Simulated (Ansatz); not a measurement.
Geometry optimisation, Ansatz 0.2.0, DFT PBEsol, scalar-relativistic, plane waves, PAW.

input.yaml

```yaml
crystal:
  lattice:
    - [11.18, 0.0, 0.0]
    - [0.0, 11.18, 0.0]
    - [0.0, 0.0, 11.18]
  atoms:
    - { symbol: Rb, position: [0.0, 0.0, 0.0] }
    - { symbol: Rb, position: [0.5, 0.0, 0.0] }
    - { symbol: Rb, position: [0.0, 0.5, 0.0] }
    - { symbol: Rb, position: [0.0, 0.0, 0.5] }
    - { symbol: Rb, position: [0.25, 0.25, 0.25] }
    - { symbol: Rb, position: [0.5, 0.5, 0.0] }
    - { symbol: Rb, position: [0.5, 0.0, 0.5] }
    - { symbol: Rb, position: [0.75, 0.25, 0.25] }
    - { symbol: Rb, position: [0.0, 0.5, 0.5] }
    - { symbol: Rb, position: [0.25, 0.75, 0.25] }
    - { symbol: Rb, position: [0.25, 0.25, 0.75] }
    - { symbol: Rb, position: [0.5, 0.5, 0.5] }
    - { symbol: Rb, position: [0.75, 0.75, 0.25] }
    - { symbol: Rb, position: [0.75, 0.25, 0.75] }
    - { symbol: Rb, position: [0.25, 0.75, 0.75] }
    - { symbol: Rb, position: [0.75, 0.75, 0.75] }
    - { symbol: O, position: [0.1198673, 0.2545177, 0.5036822] }
basis:
  ecutwfc: 420.0
kpoints:
  mp_grid: { grid: [2, 2, 2] }
hamiltonian:
  xc: pbesol
scf:
  occupations: { method: fermi_dirac, width: 0.05 }
  lower_state_search: "off"
relax:
  f_tol: 0.03
  max_steps: 60
  adjacent_minimum: "off"
```

Run as:

```bash
$ ansatz run input.yaml --threads 4 --pin off --max-ram 10240MiB --backend cpu --events-out ev --progress --plain --runs-dir out
```

Where does it end, and by what steps?

It converged. The force dipped under the threshold on the way, but the program's further checks kept it going. Limits of this set-up: coarse k mesh, a small cell, in which the defect meets its images, a typed lattice constant that wasn't relaxed here. After 10 steps the energy has fallen by 1.404 eV; Rb5 moved furthest, 0.65 Å.

| step | energy less start (eV) | largest force component (eV/Å) | accepted |
| --- | --- | --- | --- |
| 0 | 0.0000 | 0.751 | yes |
| 1 | -0.5956 | 0.685 | yes |
| 2 | -1.1187 | 0.517 | yes |
| 3 | -1.3473 | 0.227 | yes |
| 4 | -1.3665 | 0.173 | yes |
| 5 | -1.3967 | 0.024 | yes |
| 6 | -1.3967 | 0.024 | yes |
| 7 | -1.4012 | 0.033 | yes |
| 8 | -1.4028 | 0.025 | yes |
| 9 | -1.4028 | 0.025 | yes |
| 10 | -1.4037 | 0.009 | yes |

```xyz
17
Lattice="11.1800 0.0000 0.0000 0.0000 11.1800 0.0000 0.0000 0.0000 11.1800" Properties=species:S:1:pos:R:3
Rb 0.180 0.190 0.002
Rb 5.343 -0.122 0.003
Rb 0.179 5.406 0.002
Rb 0.065 0.646 5.593
Rb 2.715 2.800 3.441
Rb 5.344 5.719 0.003
Rb 5.816 -0.190 5.592
Rb 8.160 2.798 2.596
Rb 0.069 4.947 5.593
Rb 2.615 8.388 2.991
Rb 2.715 2.800 7.742
Rb 5.817 5.785 5.592
Rb 8.619 8.388 2.665
Rb 8.159 2.798 8.589
Rb 2.615 8.388 8.195
Rb 8.619 8.388 8.520
O 1.390 2.797 5.592
```

Whether the end is a true minimum wasn't checked by a vibrational analysis.

The run took 86 s on 4 threads of Intel(R) Xeon(R) Platinum 8488C (Sapphire Rapids) (shared host), peak memory 2.9 GiB.
